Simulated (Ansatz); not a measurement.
# Si6: the cost of one run

Method: DFT PBE0, Gaussian basis cc-pV(T+d)Z, and further levels as typed in the inputs, in Ansatz 0.2.0.

## (1) The structure to begin with

Bond lengths: Si1–Si5 2.354 Å, Si2–Si5 2.250 Å, Si3–Si5 2.295 Å, Si4–Si5 2.313 Å, Si1–Si6 2.351 Å, Si2–Si6 2.312 Å, Si3–Si6 2.363 Å, Si4–Si6 2.306 Å. Angles (14 of 16 angles, heavy atoms first): Si5–Si4–Si6 71.8°, Si5–Si3–Si6 71.1°, Si1–Si5–Si2 71.0°, Si1–Si5–Si3 110.4°, Si1–Si5–Si4 70.5°, Si2–Si5–Si3 71.8°, Si2–Si5–Si4 108.6°, Si3–Si5–Si4 69.0°, Si5–Si1–Si6 70.3°, Si5–Si2–Si6 72.8°, Si1–Si6–Si2 70.0°, Si1–Si6–Si3 108.2°, Si1–Si6–Si4 70.6°, Si2–Si6–Si3 69.5°.

As a file:

```xyz
6

Si    1.9206    0.0219    0.0065
Si   -0.0270    1.8554    0.0274
Si   -1.8962   -0.0454    0.0492
Si   -0.0129   -1.8511    0.0181
Si   -0.0101    0.0371    1.3533
Si    0.0039    0.0023   -1.3547
```

## (2) Relaxing the atoms: Si6

input.yaml reads:

```yaml
relax:
  f_tol: 0.001
  max_steps: 200
crystal:
  periodic: [false, false, false]
  atoms:
    - { symbol: Si, position_ang: [1.920646, 0.02187, 0.006535] }
    - { symbol: Si, position_ang: [-0.026973, 1.855397, 0.027398] }
    - { symbol: Si, position_ang: [-1.896188, -0.045423, 0.049179] }
    - { symbol: Si, position_ang: [-0.012897, -1.851062, 0.018055] }
    - { symbol: Si, position_ang: [-0.010076, 0.037132, 1.353334] }
    - { symbol: Si, position_ang: [0.003875, 0.002284, -1.354654] }
basis:
  gaussian: { orbitals: "cc-pV(T+d)Z.json" }
hamiltonian:
  xc: pbe0
```

Command:

```sh
$ ansatz run input.yaml --threads 4 --pin off --max-ram 12288MiB --backend cpu --events-out ev --progress --plain --runs-dir out
```

Q: Estimate wall time and peak memory on 4 threads of Intel Xeon Platinum 8259CL at 2.50GHz (Skylake/Cascade Lake), shared host.

About 3.5 min, with a peak of 1.1 GiB.
